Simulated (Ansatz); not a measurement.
Crystal: AlSn.

```
Sn Al
1.0
     4.19811    0.00000    0.00000
    -2.09905    3.63567    0.00000
     0.00000    0.00000    3.30685
Sn Al
1 1
Direct
  0.33333 0.66667 0.50000
  0.00000 0.00000 0.00000
```

The cell comes from a database or a generator and needn't be the stable form of this composition.

| Quantity | Value |
| --- | --- |
| Program | Ansatz 0.2.0 |
| Task | relaxation of cell and atoms |
| Functional | PBEsol |
| Dispersion | D4 |
| Potentials or basis | Ansatz PAW |
| Cutoff | 420 eV (not typed: the program's choice for these potentials) |
| k mesh | 7 × 7 × 8 |
| Occupations | fermi-dirac, width 0.05 eV |
| Spin | no spin polarisation |

At the start: volume 25.24 Å³/atom.

Question: Where does the relaxation end?

Answer: It ends after 6 steps and the volume is 23.80 Å³/atom (-5.7 %); space group P-6m2 (No. 187, to 0.05 Å).

Step by step:
```csv
step,energy change (eV),largest force (eV/Å),volume (Å³)
1,0.0000,0.0000,50.47
2,-0.0241,0.0000,46.50
3,-0.0287,0.0000,47.71
4,-0.0288,0.0000,47.63
5,-0.0288,0.0000,47.61
6,-0.0283,0.0000,47.61
```

Final structure:
```
Sn Al
1.0
     4.10314    0.00000    0.00000
    -2.05157    3.55343    0.00000
     0.00000    0.00000    3.26535
Sn Al
1 1
Direct
  0.33333 0.66667 0.50000
  0.00000 0.00000 0.00000
```

Caveat: the plane-wave basis is chosen anew once the cell has moved, so the energies of steps on either side of that aren't comparable; pairwise dispersion overbinds metals, which lowers pressure and volume; the PAW data sets come from PBE, with cores solved anew for the run's functional, which leaves a small shift of forces and pressure.
